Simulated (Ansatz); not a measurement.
# NiMoIrPdW (P3m1) in Ansatz: relaxation of cell and atoms with revPBE

Aim: the relaxation of cell and atoms of NiMoIrPdW with revPBE.

Program: Ansatz 0.2.0. These are calculated values, not measurements. Logs are shortened: lines on timing, memory, paths and dates and some standing lists are left out, and cuts for length are marked.

### Step 1. Starting point

It takes space group P3m1 (No. 156, trigonal). The conventional cell has a = 2.766 Å, b = 2.766 Å, c = 11.023 Å, α = 90.00°, β = 90.00°, γ = 120.00°. Ni (site symmetry 3m) is surrounded by 3 Mo at 2.60 Å and 3 Pd at 2.71 Å and 6 Ni at 2.77 Å. Mo (site symmetry 3m) is surrounded by 3 Ni at 2.60 Å and 6 Mo at 2.77 Å and 3 Ir at 2.82 Å. Pd (site symmetry 3m) has 3 Ni at 2.71 Å and 3 W at 2.74 Å and 6 Pd at 2.77 Å as nearest neighbours. Around Ir (site symmetry 3m) lie 3 W at 2.74 Å and 6 Ir at 2.77 Å and 3 Mo at 2.82 Å. W (site symmetry 3m) has 3 Pd at 2.74 Å and 3 Ir at 2.74 Å and 6 W at 2.77 Å as nearest neighbours.

The cell was built by a generator and needn't be a form met in nature.

### Step 2. Relaxation of cell and atoms, revPBE, collinear spin, ferromagnetic start

input.yaml reads:

```yaml
crystal:
  lattice:
    - [2.76609, 0.0, 0.0]
    - [-1.38305, 2.39551, 0.0]
    - [0.0, 0.0, 11.02278]
  atoms:
    - { symbol: Ni, position: [0.33333, 0.66667, 0.59711], spin: 1.0 }
    - { symbol: Mo, position: [0.0, 0.0, 0.41074], spin: 1.0 }
    - { symbol: Pd, position: [0.66667, 0.33333, 0.7952] }
    - { symbol: Ir, position: [0.66667, 0.33333, 0.19961], spin: 0.6 }
    - { symbol: W, position: [0.33333, 0.66667, 0.99734] }
hamiltonian:
  xc: revpbe
  pseudopotentials: { kind: paw }
magnetization:
  spin_polarized: true
kpoints:
  mp_grid: { grid: [8, 8, 2] }
scf:
  occupations: { method: fermi_dirac, width: 0.05 }
output:
  forces: true
  stress: true
  eigenvalues: true
  write_density: true
  write_potential: true
  elf: true
  volumetric_format: npy
relax:
  f_tol: 0.01
  max_steps: 40
  cell: { stress_tol: 0.05 }
```

Potentials or basis: Ansatz PAW.

Command:

```sh
> ansatz run input.yaml --threads 8 --pin off --max-ram 20480MiB --backend cpu --events-out ev --progress --plain --runs-dir out
```

The log of the run:

```text
Warning: the atoms were moved onto the symmetric positions of the space group found under crystal.symmetry.tolerance 1.0e-5 (fractional; no operation is sought that the atoms, as they stand in a round, miss by more than twice it, and no atom is moved by as much as it), and the run uses the moved positions. Before a round's move an operation carried an atom to 2.77e-5 Å from where it should land, the largest such distance. Atom 0 (counting from 0) moved farthest, by 1.60e-5 Å; the longest move in fractions of the cell, of whichever atom, is 0.47 of the tolerance, in 1 round. To run the atoms as typed, lower crystal.symmetry.tolerance until the operations that they miss are no longer found, or set crystal.symmetry.detect: false (a key that needs symmetry detection or time reversal refuses this as the deck is read). The positions used, in the order of the run's atom list: position: [0.3333333333333333, 0.6666666666666666, 0.59711]; position: [0.0, 0.0, 0.41074]; position: [0.6666666666666666, 0.3333333333333333, 0.7952]; position: [0.6666666666666666, 0.3333333333333333, 0.19961]; position: [0.3333333333333333, 0.6666666666666666, 0.99734]; The lattice was moved too: crystal.lattice keeps the space group found at crystal.symmetry.tolerance 1.0e-5 only nearly: the operation that it misses by the most changes a squared length by the fraction 6.27e-6. The run uses the lattice that is a stretch of the typed one, with no rotation, onto the one that keeps every operation to a double's rounding (on a very oblique basis the stretch itself rounds by more); the deck's lattice vector that moved farthest moved by 4.42e-6 Å. To run the lattice as typed, set crystal.symmetry.tolerance under 2.09e-6, the least fraction by which an operation that the lattice misses changes a squared length (the same key also sets how far an atom may lie from its image, so lowering it can lose operations that the atoms keep only within it), or set crystal.symmetry.detect: false, as for the atoms. crystal.lattice made exact, in Å and degrees: [[2.7660933433499673, 2.8867513458421414e-6, 0.0], [-1.3830491716749835, 2.3955056612044303, 0.0], [0.0, 0.0, 11.02278]]. Pasted over the deck's crystal.lattice, beside positions in fractional coordinates, it runs the same cell (given as lengths and angles, that cell in the form's own orientation, a rigid turn of the misfit's size from the one run here, for which a checkpoint.post_process_only pass over this run's state can be refused: where this run relaxes nothing, give such a pass this deck's own crystal.lattice, as typed; behind a relaxation, as crystal.lattice, the state's own cell, identity.cell in its checkpoint.json), and a matrix so pasted ends this notice, except on a very skew basis of the lattice, where the rounding of the pasted numbers themselves can read as a misfit: the cell is then moved again, and that move is told again. The lattice as run is in this notice's lattice.as_run_ang field (Run.prep()["deck_notices"] in Python, the deck_notice line of an events file, deck_notices of ansatz run --dry-run=json, or deck_notices in record.json in the deck's checkpoint.write directory).
Warning: RAYON_NUM_THREADS=8 ignored (pool sized by the plan → 8); use --threads N
Engine: ansatz 0.2.0, aarch64-unknown-linux-gnu
Pseudopotentials: kind: paw
Pseudopotential: Ni, paw, valence charge 18, recommended cutoff 420 eV (normal), Ni.paw.azcp
Pseudopotential: Mo, paw, valence charge 14, recommended cutoff 420 eV (normal), Mo.paw.azcp
Pseudopotential: Pd, paw, valence charge 18, recommended cutoff 420 eV (normal), Pd.paw.azcp
Pseudopotential: Ir, paw, valence charge 17, recommended cutoff 420 eV (normal), Ir.paw.azcp
Pseudopotential: W, paw, valence charge 14, recommended cutoff 420 eV (normal), W.paw.azcp
Functional definition: revPBE
  parameter kappa = 1.245
  parameter beta = 0.06672455060314922
  exchange = pbe_x(kappa = kappa, mu = beta*pi^2/3)
  correlation = pbe_c(beta = beta)
Crystal: 5 atoms, lattice volume = 73.039 Å³
Basis set: ecut = 420 eV, 1429 PW (Γ), exchange–correlation on 40×40×150 points (8 copies of the dense FFT grid, shifted against one another)
Bands: 51, of which v1, the nominal top of the filled ones, is band 41 counted from 1 (40 counted from 0)
Symmetry: 6 space group operations
Space group: P3m1 (ITA 156), of the structure as read, at distance tolerance 4.2e-5 Å
Magnetic group: BNS 156.49 (UNI 1279), of the structure as read, at distance tolerance 4.2e-5 Å
k-points: 20 of 128 (time reversal used)
Non-local potential: Ni, projectors of the file, l = 0: 3, l = 1: 2, l = 2: 3, l = 3: 1
Non-local potential: Mo, projectors of the file, l = 0: 3, l = 1: 2, l = 2: 2, l = 3: 1
Non-local potential: Pd, projectors of the file, l = 0: 2, l = 1: 2, l = 2: 2, l = 3: 1
Non-local potential: Ir, projectors of the file, l = 0: 3, l = 1: 2, l = 2: 2, l = 3: 1
Non-local potential: W, projectors of the file, l = 0: 3, l = 1: 2, l = 2: 2, l = 3: 1
PAW form: soft (Blöchl's): semilocal exchange-correlation on the pseudo side does not see the compensation charge
PAW frozen core: Ni, regenerated for the run's functional, and the local potential with it (the file was generated under x = pbe(κ = 0.804, μ = 0.2195149727645171), c = pbe(β = 0.06672455060314922))
PAW frozen core: Mo, regenerated for the run's functional, and the local potential with it (the file was generated under x = pbe(κ = 0.804, μ = 0.2195149727645171), c = pbe(β = 0.06672455060314922))
PAW frozen core: Pd, regenerated for the run's functional, and the local potential with it (the file was generated under x = pbe(κ = 0.804, μ = 0.2195149727645171), c = pbe(β = 0.06672455060314922))
[... 169 lines left out ...]
basis re-selected at this cell: Δ(F+E_penalty+E_count) = -3.956e-4 eV, ΔP = -0.005 GPa vs the last step (what re-selecting the basis moved, of the pressure what is left beyond the Pulay correction that the steps carried, after the strain that the cell walked since its last selection, with what the two solves' SCF thresholds leave and, on support functions, any second-order correction that the steps lacked; it is no measure of the basis error at this ecutwfc). This SCF's stress stands 1.65e-2 GPa from its target on what of the cell is left free (relax.cell.stress_tol is 5.00e-2 GPa) and its largest allowed force component is 6.69e-3 eV/Å (relax.f_tol is 1.00e-2 eV/Å): within both
SCF converged after 18 iterations
Magnetization: -0.0000 μB (40.5000 up, 40.5000 down)
Absolute magnetization: 0.0000 μB (∫|ρ↑−ρ↓|, with the PAW one-centre terms)
Spin contamination: 0.0000 ħ² per cell (⟨S²⟩ above its minimum at these occupations)
Per-site moments (μB) at R_I (Å): [(-1.504655827455591e-7, 1.0796202416432206), (-2.5375813983360116e-8, 1.0796202416432206), (-1.1870684570823321e-8, 1.1273892766682478), (-9.193676088729062e-9, 1.1360784911338904), (-2.0290807494789565e-9, 1.1360784911338904)]
Free energy (F): -40121.372054 eV
Harris-Foulkes:  -40121.372054 eV  (|F-HF|=2.18e-11)
Internal energy: -40121.324056 eV  (E = F + TS)
E sigma→0 (E₀):  -40121.348055 eV
Entropy (-TS):   -0.047998 eV (-9.600 meV/atom)
Fermi energy:    20.757758 eV
--- Per-component energies (eV) ---
  E_band       = -689.522835
  E_kinetic    = 2306.560415
  E_local      = -8564.083915  (includes V_loc(G=0)·N_el)
  E_nonlocal   = 1067.483938
  E_hartree    = 3471.941074
  E_xc         = -971.372189
  E_vxc        = -1086.992441  (∫ρ·V_xc dr)
  E_paw        = -26400.893416  (= ΣΔE_a)
  E_vpaw       = -1356.374068  (= ΣTr[D̂ρ^β])
  E_aug_tail   = 0.000786  (compensation charges beyond the density's cutoff)
  E_ewald      = -11030.749820
  E_core_change = -0.210929  (= ΣΔE_core)
  E_smearing   = -0.047998  (= −TS)
  E_closure    = -0.000000  (closes the sum)
  Σ components = -40121.372054   (vs F -40121.372054, Δ=0.00e0)
--- Forces (eV/Å), atoms counted from 1 ---
  atom   1  Ni    -0.00000000    -0.00000000    -0.00668996
  atom   2  Mo     0.00000000     0.00000000     0.00572247
  atom   3  Pd    -0.00000000    -0.00000000     0.00285735
  atom   4  Ir    -0.00000000    -0.00000000    -0.00134221
  atom   5  W     -0.00000000     0.00000000    -0.00054962
  max |Σ_I F_I| component: 1.97e-6 eV/Å
--- Stress (GPa, compression-positive) ---
       -0.016468       0.000000       0.000000
        0.000000      -0.016468      -0.000000
        0.000000      -0.000000      -0.002530
  P = ⅓ Tr σ = -0.0118 GPa (-0.118 kbar)
--- Band table (eV; the first three rows and the last of 40) ---
  k-point 0 ↑: bands = ["-82.2915", "-71.7799", "-63.9298", "-53.3122", "-42.7542", "-42.5475", "-42.5475", "-40.3061", "-29.7736", "-29.4412", "-29.4412", "-28.6416", "-28.4373", "-28.4373", "-17.7145", "-16.9314", "-16.9314", "-14.4639", "-13.6934", "-13.6934", "11.4607", "13.3140", "13.9937", "14.8468", "15.7620", "17.5404", "17.5404", "17.5823", "17.6729", "17.6729", "18.2457", "18.6029", "18.6029", "19.0146", "19.0146", "19.0798", "19.3107", "19.3107", "19.7328", "19.7328", "19.8359", "20.4436", "20.4436", "20.5316", "21.1128", "21.1128", "23.0471", "23.0471", "23.9387", "23.9387", "29.8434"]
  k-point 1 ↑: bands = ["-82.2915", "-71.7799", "-63.9298", "-53.3122", "-42.7542", "-42.5475", "-42.5475", "-40.3061", "-29.7736", "-29.4412", "-29.4412", "-28.6416", "-28.4373", "-28.4373", "-17.7145", "-16.9314", "-16.9314", "-14.4640", "-13.6934", "-13.6934", "11.5043", "13.0732", "14.0857", "15.0507", "15.8284", "17.5413", "17.5413", "17.6455", "17.6721", "17.6721", "18.0894", "18.5704", "18.5704", "18.9088", "19.1115", "19.1115", "19.2970", "19.3717", "19.3717", "19.5323", "19.5323", "20.5480", "20.5480", "21.0921", "21.0921", "21.3175", "23.0292", "23.0292", "23.9475", "23.9475", "28.9202"]
  k-point 2 ↑: bands = ["-82.2909", "-71.7752", "-63.9251", "-53.2976", "-42.7532", "-42.5545", "-42.5493", "-40.2796", "-29.7679", "-29.4835", "-29.4516", "-28.6319", "-28.5086", "-28.4545", "-17.6906", "-17.1051", "-16.9711", "-14.4372", "-13.8729", "-13.7342", "12.0384", "13.8642", "14.4272", "15.2663", "16.0553", "17.0740", "17.4200", "17.6189", "17.9243", "17.9355", "18.0243", "18.1456", "18.4290", "18.5846", "19.0468", "19.0912", "19.2033", "19.4140", "19.4186", "19.7069", "19.7841", "20.2150", "20.7166", "20.8762", "21.2706", "21.4426", "22.9733", "23.6830", "23.8620", "24.5774", "30.2295"]
  k-point 19 ↓: bands = ["-82.2864", "-71.7444", "-63.8943", "-53.2015", "-42.7463", "-42.5871", "-42.5744", "-40.1029", "-29.7311", "-29.6760", "-29.6002", "-28.8290", "-28.7026", "-28.5679", "-17.8548", "-17.5562", "-17.5326", "-14.6536", "-14.3417", "-14.2593", "15.4034", "15.5695", "16.0663", "16.1837", "16.5887", "16.6577", "16.8867", "16.9960", "17.3155", "17.7008", "17.7612", "18.1058", "18.5224", "18.9179", "19.1520", "19.4725", "20.0116", "20.2642", "20.7578", "20.9195", "21.0826", "21.3769", "22.3464", "22.6774", "23.1653", "25.0835", "25.4729", "26.7737", "27.2393", "27.5915", "28.8931"]
--- Relaxed structure (5 steps of the walk, 4 accepted, 1 SCFs on fresh bases) ---
  F+E_penalty+E_count = -40121.37205441 eV   max|allowed force component| = 6.690e-3 eV/Å   (the final SCF, on the basis selected at the relaxed cell)
  cell:  # Å, volume = 74.0408 Å³
    - [2.7757129942420176, 2.8967906094212266e-6, 1.8834407287217434e-24]
    - [-1.387859005815266, 2.403836518232852, -1.56293470018362e-18]
    - [1.501089286607743e-23, -7.191744470779117e-18, 11.096643789265848]
  atoms:
    - { symbol: Ni, position: [0.33333333333333337, 0.6666666666666666, 0.5963030347569096] }
    - { symbol: Mo, position: [1.3474806862283701e-19, 2.6949662438812734e-19, 0.40982628758139483] }
    - { symbol: Pd, position: [0.6666666666666667, 0.33333333333333337, 0.7958157715454759] }
    - { symbol: Ir, position: [0.6666666666666667, 0.33333333333333337, 0.19995319960160257] }
    - { symbol: W, position: [0.33333333333333337, 0.6666666666666666, 0.9981017065146172] }
```

It took 26 s on 8 threads of Arm Neoverse V2, shared host; peak memory 0.62 GiB.

What came out:

| Quantity | Value |
| --- | --- |
| Free energy | -40121.3721 eV |
| Relaxed volume | 14.81 Å³/atom |
| Relaxed cell | a = 2.776 Å, b = 2.776 Å, c = 11.097 Å, α = 90.00°, β = 90.00°, γ = 120.00° |
| Space group after relaxing (to 0.05 Å) | P3m1 (No. 156) |
| Energy gained by relaxing | 2.1 meV/atom |
| Ionic steps | 5 |
| Pressure after relaxing | 0.0 GPa |
| Largest force after relaxing | 0.007 eV/Å |
| Band gap on the k mesh | none (metal or under the smearing width) |
| Net moment | 0.00 μB per cell |
| Absolute moment | 0.00 μB per cell |

Forces in eV/Å, atoms in the order of the input:
```
Ni   0.000  0.000 -0.007
Mo   0.000  0.000  0.006
Pd   0.000  0.000  0.003
Ir   0.000  0.000 -0.001
W    0.000  0.000 -0.001
```

The path:
| step | energy change (eV) | largest force (eV/Å) | volume (Å³) |
| --- | --- | --- | --- |
| 1 | 0.0000 | 0.0715 | 73.04 |
| 2 | -0.0100 | 0.0420 | 73.98 |
| 3 | -0.0102 | 0.0152 | 74.04 |
| 4 | -0.0103 | 0.0067 | 74.04 |
| 5 | -0.0107 | 0.0067 | 74.04 |

Final structure:
```cif
data_structure
_symmetry_space_group_name_H-M 'P 1'
_symmetry_Int_Tables_number 1
_cell_length_a 2.7757
_cell_length_b 2.7757
_cell_length_c 11.0966
_cell_angle_alpha 90.000
_cell_angle_beta 90.000
_cell_angle_gamma 120.000
_cell_volume 74.04
loop_
_atom_site_label
_atom_site_type_symbol
_atom_site_fract_x
_atom_site_fract_y
_atom_site_fract_z
_atom_site_occupancy
Ni1 Ni 0.33333 0.66667 0.59630 1
Mo1 Mo 0.00000 0.00000 0.40983 1
Pd1 Pd 0.66667 0.33333 0.79582 1
Ir1 Ir 0.66667 0.33333 0.19995 1
W1 W 0.33333 0.66667 0.99810 1
```

Caveat: the plane-wave basis is chosen anew once the cell has moved, so the energies of steps on either side of that aren't comparable; the PAW data sets come from PBE, with cores solved anew for the run's functional, which leaves a small shift of forces and pressure; the starting moments weren't kept. Spin-orbit coupling is left out, which matters for the levels of Ir, W.
